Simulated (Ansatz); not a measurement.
# BGeH₄ (quartet): the correlation ladder, cc-pVDZ

One table from this session's results is given with a row withheld; the runs are named, their logs left out.

Program: Ansatz 0.2.0, Gaussian basis. Level of theory: cc-pVDZ, core rule «outside noble gas», up to 15 orbitals frozen. These are calculated values, not measurements.

Plan: UHF; CCSD(T) on ROHF; CCSD(T) on UHF; BCCD(T) on ROHF; CISD; CCSDT(Q) on ROHF; CCSDT(Q) on UHF.

12 further runs of the same task are left out: 2 for a mislabelled method, 5 that didn't finish, 5 set aside as unsound or not needed.

## The system

The geometry is a PBE0/def2-TZVP stationary point (not a proven minimum) of the parent state, kept for this charge and spin. No spin-orbit coupling is included. The filled d shell of Ge may be among the frozen orbitals whatever the setting's name suggests; the logs give the count.

6 atoms, charge 0, spin multiplicity 4.

Atoms are counted from 1 here; the program's logs count them from 0.

Bond lengths: Ge1–B2 1.974 Å, Ge1–H3 1.536 Å, Ge1–H4 1.536 Å, B2–H5 1.193 Å, B2–H6 1.193 Å. Angles: B2–Ge1–H3 125.2°, B2–Ge1–H4 125.2°, H3–Ge1–H4 109.7°, Ge1–B2–H5 119.1°, Ge1–B2–H6 119.1°, H5–B2–H6 121.9°.

The first run:

Input file in.yaml:

```yaml
crystal:
  periodic: [false, false, false]
  atoms:
    - {symbol: Ge, position_ang: [0.000000, 0.000000, 0.282333]}
    - {symbol: B, position_ang: [0.000000, 0.000000, -1.691224]}
    - {symbol: H, position_ang: [0.000000, 1.255258, 1.166980]}
    - {symbol: H, position_ang: [0.000000, -1.255258, 1.166980]}
    - {symbol: H, position_ang: [0.000000, 1.042369, -2.270633]}
    - {symbol: H, position_ang: [0.000000, -1.042369, -2.270633]}
basis:
  gaussian: {orbitals: cc-pVDZ}
magnetization: {spin_polarized: true, initial_magnetization: 3}
hamiltonian: {xc: hf}
output: {orbitals: {seedname: orbitals}}
```

The run is started by

```console
> ansatz run in.yaml --threads 1 --pin off --events-out ev --progress --plain --max-ram 2393MiB
```

Among the steps run: UHF; CCSD(T) on ROHF; CCSD(T) on UHF; BCCD(T) on ROHF; CISD; CCSDT(Q) on ROHF; CCSDT(Q) on UHF.

One table of the session follows, with a row left open; its other results are not shown here.

```
   method  from UCCSDT(Q) (kJ/mol)
     ROHF                   +559.7
      UHF                   +546.2
     RMP2                   +126.6
     UMP2                   +125.7
     CISD                    +57.0
    RCCSD                        ?
    UCCSD                    +17.1
 RCCSD(T)                     +4.6
 UCCSD(T)                     +3.7
  BCCD(T)                     +4.5
   RCCSDT                     +1.3
   UCCSDT                     +0.5
RCCSDT(Q)                     +0.9
UCCSDT(Q)                        0
```

Estimate the missing values for RCCSD.

**Answer.** from UCCSDT(Q) (kJ/mol): +18.2. In the column «from UCCSDT(Q) (kJ/mol)» it lies between UCCSD (+17.1) and CISD (+57.0).

Caveats from the session: Restricted and unrestricted rows rest on different reference determinants; where their highest levels disagree by more than a few hundredths of an eV, they describe different states and don't form one ladder.
